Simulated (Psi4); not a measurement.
**doublet C2H3BFN+: levels of theory compared**

Wanted: a comparison of 3 runs (U-revPBE/def2-SVP, USVWN5/def2-SVP, UCCSD/def2-SVP) of doublet C2H3BFN+. 

The calculation is run with Psi4 1.11.

## (1) The system as given

C2H3BFN+ has 8 atoms, charge +1, and is taken as a doublet. SMILES of the parent species: `FB1C=NC1`. The shape is that of a PBE0-D4/def2-TZVP optimisation. That shape belongs to the parent species and isn't relaxed for this state.

Bond lengths: F1–B2 1.312 Å, B2–C3 1.553 Å, C3–N4 1.291 Å, B2–C5 1.580 Å, N4–C5 1.510 Å, C3–H6 1.087 Å, C5–H7 1.093 Å, C5–H8 1.090 Å. Some angles: F1–B2–C3 135.6°, F1–B2–C5 135.3°, C3–B2–C5 86.1°, B2–C3–N4 90.7°, C3–N4–C5 99.2°, B2–C5–N4 82.2°, B2–C3–H6 145.8°, N4–C3–H6 122.6°, B2–C5–H7 120.5°, B2–C5–H8 118.9°.

## (2) Energy and forces at U-revPBE/def2-SVP (run 1)

Contents of job.dat:

```
memory 2200 MB

molecule {
  1 2
  F      0.213200    -1.007300     1.918400
  B     -0.024100    -0.304800     0.836200
  C      0.319000     1.128500     0.345800
  N      0.303900     0.728600    -0.881200
  C     -0.301700    -0.640600    -0.682300
  H      0.656500     2.120900     0.633900
  H      0.257100    -1.432700    -1.186200
  H     -1.331600    -0.649700    -1.040300
  symmetry c1
  no_reorient
  no_com
}

set {
  basis                def2-SVP
  reference            uks
  puream               true
  e_convergence        1e-09
  d_convergence        1e-08
  scf_type             pk
  dft_radial_points    99
  dft_spherical_points 590
  maxiter              100
}

result, w = gradient("revpbe", return_wfn=True)
oeprop(w, "MULLIKEN_CHARGES", "DIPOLE", "WIBERG_LOWDIN_INDICES", title="REVPBE")
```

Run with:

```bash
$ psi4 -i job.dat -o job.out -n 1
```

job.out:

```text
[...]
  Running in c1 symmetry.
[...]
  Nuclear repulsion =  145.302480494240513
[...]
  Multiplicity = 2
[...]
  Nalpha       = 18
  Nbeta        = 17
[...]
    Number of basis functions: 85
[...]
   @UKS iter   1:  -256.62978474772706    2.02136e-01   7.52519e-03 ADIIS/DIIS
[...]
   @UKS iter  16:  -256.83233036811674   -1.42109e-12   8.17250e-09 DIIS
[...]
   @S^2 Observed:                7.558171899E-01
[...]
  @UKS Final Energy:  -256.83233036811674
   => Energetics <=
    Nuclear Repulsion Energy =            145.3024804942405126
    One-Electron Energy =                -628.9303123853671877
    Two-Electron Energy =                 259.7388843534217813
    DFT Exchange-Correlation Energy =     -32.9433828304118563
    Empirical Dispersion Energy =           0.0000000000000000
    VV10 Nonlocal Energy =                  0.0000000000000000
    Total Energy =                       -256.8323303681167431
  UHF NO Occupations:
  HONO-2 :   16  A 1.9994419
  HONO-1 :   17  A 1.9979924
[...]
  -Total Gradient:
     Atom            X                  Y                   Z
    ------   -----------------  -----------------  -----------------
       1        0.005813569308    -0.009590598012     0.008133531866
       2       -0.004818491397     0.024512270161    -0.004908788573
       3       -0.030014979021    -0.064214894749     0.017781711974
       4        0.014254624791     0.023148237407    -0.056413535562
       5        0.008607972269     0.031168019475     0.038218621044
       6       -0.001350238914    -0.014966779691    -0.010207892267
       7       -0.006277613493     0.007774334866     0.005202148659
       8        0.013789092227     0.002173941287     0.002207419524
[...]
 Multipole Moments:
 ------------------------------------------------------------------------------------
     Multipole            Electronic (a.u.)      Nuclear  (a.u.)        Total (a.u.)
 ------------------------------------------------------------------------------------
 L = 1.  Multiply by 2.5417464519 to convert [e a0] to [Debye]
 Dipole X            :         -6.8362575            6.8245569           -0.0117006
 Dipole Y            :          5.3732458           -4.7689129            0.6043330
 Dipole Z            :        -22.1679238           22.0466788           -0.1212450
 Magnitude           :                                                    0.6164865
[...]
  Mulliken Charges: (a.u.)
   Center  Symbol    Alpha    Beta     Spin     Total
       1     F     4.47052  4.45701  0.01352  0.07247
       2     B     2.46672  2.31337  0.15335  0.21991
       3     C     2.91819  2.91703  0.00116  0.16478
       4     N     3.83105  3.12269  0.70836  0.04626
       5     C     3.02641  2.92555  0.10087  0.04804
       6     H     0.44036  0.41200  0.02836  0.14764
       7     H     0.42438  0.42878 -0.00440  0.14684
       8     H     0.42237  0.42357 -0.00120  0.15406
   Total alpha = 18.00000, Total beta = 17.00000, Total charge =  1.00000
[...]
```

Wall time 40 s (1 thread of Intel Xeon Platinum 8375C at 2.90GHz (Ice Lake), shared host); peak memory 1.2 GiB.

## (3) Energy and gradient at USVWN5/def2-SVP (run 2)

Contents of calc.in:

```
memory 2.2 GB

molecule {
  1 2
  F      0.40288961    -1.90352113     3.62525060
  B     -0.04554240    -0.57598852     1.58018899
  C      0.60282263     2.13255593     0.65346729
  N      0.57428777     1.37685445    -1.66522666
  C     -0.57013037    -1.21055856    -1.28936013
  H      1.24060520     4.00792014     1.19789739
  H      0.48584859    -2.70741062    -2.24159313
  H     -2.51635931    -1.22775506    -1.96588209
  units bohr
  symmetry c1
  no_reorient
  no_com
}

set basis def2-SVP
set reference uks
set puream true
set e_convergence 1e-09
set d_convergence 1e-08
set scf_type pk
set dft_radial_points 99
set dft_spherical_points 590
set maxiter 100

E = gradient('scf', dft_functional={"name": "SVWN5", "x_functionals": {"LDA_X": {}}, "c_functionals": {"LDA_C_VWN": {}}})
print_variables()
```

Run with:

```bash
$ psi4 -i calc.in -o calc.out -n 1
```

calc.out, cut to the lines that bear on the results:

```text
[...]
  Running in c1 symmetry.
[...]
  Nuclear repulsion =  145.302480544955358
[...]
  Multiplicity = 2
[...]
  Nalpha       = 18
  Nbeta        = 17
[...]
    Number of basis functions: 85
[...]
   @UKS iter   1:  -254.59327964041390    2.95385e-01   8.10352e-03 ADIIS/DIIS
[...]
   @UKS iter  15:  -254.83137794315368   -4.51905e-12   7.62692e-09 DIIS
[...]
   @S^2 Observed:                7.549900289E-01
[...]
  @UKS Final Energy:  -254.83137794315368
   => Energetics <=
    Nuclear Repulsion Energy =            145.3024805449553583
    One-Electron Energy =                -628.8130979162452832
    Two-Electron Energy =                 259.5540419163630759
    DFT Exchange-Correlation Energy =     -30.8748024882268304
    Empirical Dispersion Energy =           0.0000000000000000
    VV10 Nonlocal Energy =                  0.0000000000000000
    Total Energy =                       -254.8313779431536830
  UHF NO Occupations:
  HONO-2 :   16  A 1.9997338
  HONO-1 :   17  A 1.9980443
[...]
 Multipole Moments:
 ------------------------------------------------------------------------------------
     Multipole            Electronic (a.u.)      Nuclear  (a.u.)        Total (a.u.)
 ------------------------------------------------------------------------------------
 L = 1.  Multiply by 2.5417464519 to convert [e a0] to [Debye]
 Dipole X            :         -6.8398285            6.8245569           -0.0152716
 Dipole Y            :          5.3779174           -4.7689129            0.6090044
 Dipole Z            :        -22.1819821           22.0466789           -0.1353033
 Magnitude           :                                                    0.6240405
[...]
  -Total Gradient:
     Atom            X                  Y                   Z
    ------   -----------------  -----------------  -----------------
       1        0.008806757260    -0.020170018244     0.023923470232
       2       -0.007404060319     0.029730471121    -0.006768411569
       3       -0.027617490212    -0.049813183938     0.034145187750
       4        0.019720944978     0.031604149336    -0.077972385096
       5       -0.000002497566     0.014887162283     0.029541746673
       6       -0.002184309998    -0.017640510356    -0.011319202456
       7       -0.007112848465     0.009100264118     0.006013490963
       8        0.015792789230     0.002306389381     0.002455573295
[...]
```

Wall time 23 s (1 thread of Intel Xeon Platinum 8375C at 2.90GHz (Ice Lake), shared host); peak memory 0.56 GiB.

## (4) The energy at UCCSD/def2-SVP (run 3)

Contents of c2h3bfn.inp:

```
memory 2.2 GB

molecule {
  1 2
  F      0.213200    -1.007300     1.918400
  B     -0.024100    -0.304800     0.836200
  C      0.319000     1.128500     0.345800
  N      0.303900     0.728600    -0.881200
  C     -0.301700    -0.640600    -0.682300
  H      0.656500     2.120900     0.633900
  H      0.257100    -1.432700    -1.186200
  H     -1.331600    -0.649700    -1.040300
  symmetry c1
}

set basis def2-SVP
set reference uhf
set puream true
set e_convergence 1e-09
set d_convergence 1e-08
set scf_type pk
set num_frozen_docc 5
set maxiter 100

energy('ccsd')
```

Run with:

```bash
$ psi4 -i c2h3bfn.inp -o c2h3bfn.out -n 1
```

c2h3bfn.out:

```text
[...]
  Running in c1 symmetry.
[...]
  Nuclear repulsion =  145.302480494240513
[...]
  Multiplicity = 2
[...]
  Nalpha       = 18
  Nbeta        = 17
[...]
    Number of basis functions: 85
[...]
   @UHF iter   1:  -255.40996678267680   -3.23966e-01   4.71365e-03 DIIS/ADIIS
[...]
   @UHF iter  24:  -255.53227975035460   -2.18847e-12   4.99299e-09 DIIS
[...]
   @S^2 Observed:                1.000948934E+00
[...]
    Orbital Energies [Eh]
    ---------------------
    Alpha Occupied:
       1A    -26.525481     2A    -15.972753     3A    -11.552779
       4A    -11.518534     5A     -7.945650     6A     -1.815764
       7A     -1.608711     8A     -1.208658     9A     -1.123724
      10A     -0.994038    11A     -0.984434    12A     -0.929773
      13A     -0.921660    14A     -0.884221    15A     -0.875282
      16A     -0.791728    17A     -0.761050    18A     -0.730391
    Alpha Virtual:
      19A     -0.182684    20A     -0.033384    21A     -0.010412
      22A      0.021093    23A      0.036282    24A      0.045889
      25A      0.067659    26A      0.122529    27A      0.149448
[...]
  @UHF Final Energy:  -255.53227975035460
   => Energetics <=
    Nuclear Repulsion Energy =            145.3024804942405126
    One-Electron Energy =                -628.6163297969637824
    Two-Electron Energy =                 227.7815695523686657
    Total Energy =                       -255.5322797503546042
  UHF NO Occupations:
  HONO-2 :   16  A 1.9975396
  HONO-1 :   17  A 1.8727608
  HONO-0 :   18  A 1.0000000
  LUNO+0 :   19  A 0.1272392
  LUNO+1 :   20  A 0.0024604
[...]
 Multipole Moments:
 ------------------------------------------------------------------------------------
     Multipole            Electronic (a.u.)      Nuclear  (a.u.)        Total (a.u.)
 ------------------------------------------------------------------------------------
 L = 1.  Multiply by 2.5417464519 to convert [e a0] to [Debye]
 Dipole X            :          0.4240204           -0.6714293           -0.2474089
 Dipole Y            :         -0.3825720            1.3570595            0.9744874
 Dipole Z            :          3.2969337           -4.4530754           -1.1561417
 Magnitude           :                                                    1.5321556
[...]
      * MP2 total energy                      = -256.157210925798893
[...]
      * CCSD total energy                     = -256.209439814819120
[...]
```

Run time: 96 s. Hardware: 1 thread of Intel Xeon Platinum 8375C at 2.90GHz (Ice Lake), shared host; peak memory 0.54 GiB.

## (5) Overview of the runs

| run | level | task | frozen core orbitals | energy (Eh) | HOMO energy (eV) | LUMO energy (eV) | ⟨S²⟩ | wall time |
| --- | --- | --- | --- | --- | --- | --- | --- | --- |
| 1 | U-revPBE/def2-SVP | gradient | 0 | -256.832330 | -14.32 | -13.29 | 0.756 | 40 s |
| 2 | USVWN5/def2-SVP | gradient | 0 | -254.831378 | -14.48 | -13.78 | 0.755 | 23 s |
| 3 | UCCSD/def2-SVP | energy | 5 | -256.209440 | -19.37 | -6.51 | 1.001 | 96 s |

## (6) What came out

| quantity | value |
| --- | --- |
| run 3: total energy | -256.20944 Eh |
| run 3: HOMO energy (Hartree–Fock orbitals) (highest over α and β) | -19.37 eV |
| run 3: LUMO energy (Hartree–Fock orbitals) (lowest over α and β) | -6.51 eV |
| run 3: correlation energy (5 core orbitals frozen) | -677.2 mEh |
| run 3: ⟨S²⟩ of the reference determinant | 1.001 |
| run 3: T1 diagnostic | 0.055 |

What this shows: Totals of different functionals can't be ranked against each other. Spin contamination of the reference: run 3 ⟨S²⟩ = 1.00. All runs together took 2.7 min, the longest 96 s.
